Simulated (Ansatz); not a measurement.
Task: a projected density of states of HgTe, space group Cmcm, with Ansatz 0.2.0, Python API. Give the script and its output. Settings: PBEsol, PAW, cutoff 510 eV, 4×4×4 k-points, cold smearing of 0.02 eV.

Input file `hgte.cif`:
```cif
data_HgTe
_cell_length_a 4.579821
_cell_length_b 4.579821
_cell_length_c 5.798157
_cell_angle_alpha 90.00000
_cell_angle_beta 90.00000
_cell_angle_gamma 98.40104
_symmetry_space_group_name_H-M 'P 1'
_symmetry_Int_Tables_number 1
loop_
_symmetry_equiv_pos_as_xyz
'x, y, z'
loop_
_atom_site_label
_atom_site_type_symbol
_atom_site_fract_x
_atom_site_fract_y
_atom_site_fract_z
Hg1 Hg    0.343050    0.656950    0.750000
Hg2 Hg    0.656950    0.343050    0.250000
Te3 Te    0.784809    0.215191    0.750000
Te4 Te    0.215191    0.784809    0.250000
```

`pdos_hgte.py`
```python
import ansatz as az
from ase.io import read
import numpy as np

atoms = read("hgte.cif")
system = az.Crystal.from_ase(atoms)

job = (
    system.calculation()
    .functional(az.Functional.PBESOL)
    .basis(510)
    .kpoints(4)
    .occupations("Marzari-Vanderbilt", width=20 * az.meV)
    .scf(extra_bands=14)
    .density_of_states(projected=True, method="smearing", broadening_width=0.15, energy_step=0.1)
)
res = job.run()
data = res.report

dos = res.density_of_states()
energy = np.asarray(dos.energies_ev) - dos.fermi_ev
curves = {}
for site in res.projected_density_of_states().sites:
    for shell in site.shells:
        weight = sum(np.sum(curve.g_bin_mean_per_ev, axis=0) for curve in shell.curves)
        name = f"{site.species} {shell.label}"
        curves[name] = curves.get(name, 0) + weight

step = energy[1] - energy[0]
windows = [(-8, -4), (-4, 0), (0, 4)]
print("states by shell in windows of E - E_F (eV):", windows)
for name, g in curves.items():
    print(f"{name:8s}", " ".join(f"{step * g[(energy >= a) & (energy < b)].sum():8.3f}" for a, b in windows))
filled = (energy < 0) & (energy > -8)
for name, g in curves.items():
    if g[filled].sum() * step > 0.5:
        print(f"centre of {name}: {np.average(energy[filled], weights=g[filled]):.2f} eV")
```

```console
$ python pdos_hgte.py
states by shell in windows of E - E_F (eV): [(-8, -4), (-4, 0), (0, 4)]
Hg 5S       0.004    0.001    0.010
Hg 6S       1.484    0.712    1.361
Hg 5P       0.003    0.013    0.001
Hg 5D      19.229    0.452    0.071
Te 5S       0.343    0.134    0.053
Te 5P       2.031    7.198    2.220
Te 4D       0.002    0.001    0.000
centre of Hg 6S: -4.15 eV
centre of Hg 5D: -6.43 eV
centre of Te 5P: -2.47 eV
```

The mesh is modest for a metal, so energies can be off by several to tens of meV an atom and pressures by half a GPa or more; differences at equal mesh fare better. Spin-orbit coupling, which matters for elements this heavy, is left out. This cell is a computed structure, which may not be the phase found in nature. Curves are summed over the cell's atoms. Only shells that the potentials hold have channels, so projections don't add up to the total, least of all where a shell is missing (p of most metals); heights and places of peaks move with the mesh. The density of states is complete only as far up as bands were computed. A band centre counts only the states inside the window taken. Hardware and time: 23 s on 1 thread of Arm Neoverse N1, with other jobs on the host, peak memory 0.55 GiB.
